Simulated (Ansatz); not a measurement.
Crystal: HPbNO4.

```
H Pb N O
1.0
     4.27531   -0.00040    0.00636
    -2.08399    5.20775   -0.04907
    -2.12377   -1.86574    4.91491
H Pb N O
1 1 1 4
Direct
  0.99073 0.03330 0.90994
  0.50274 0.81989 0.14287
  0.00838 0.47408 0.50265
  0.99816 0.92741 0.02877
  0.19467 0.73435 0.60852
  0.81673 0.35882 0.24556
  0.01381 0.33121 0.65217
```

The cell was built by a generator and needn't be a form met in nature.

Program: Ansatz 0.2.0. Alike in all runs: task band structure; potentials or basis Ansatz PAW; cell as given; smearing fermi-dirac 0.05 eV.

Question: Order these runs on this cell by their pressure, lowest first.
A. level BLYP; spin off; k mesh 8 × 6 × 6; cutoff (eV) 420
B. level r2SCAN; spin SOC, no magnetisation; k mesh 6 × 4 × 4; cutoff (eV) 500
C. level PBE; spin SOC, no magnetisation; k mesh 6 × 4 × 4; cutoff (eV) 420

Answer: B (-3.1 GPa), C (-0.1 GPa), A (1.9 GPa).

Caveats: the PAW data sets come from PBE, with cores solved anew for the run's functional, which leaves a small shift of forces and pressure (some runs).
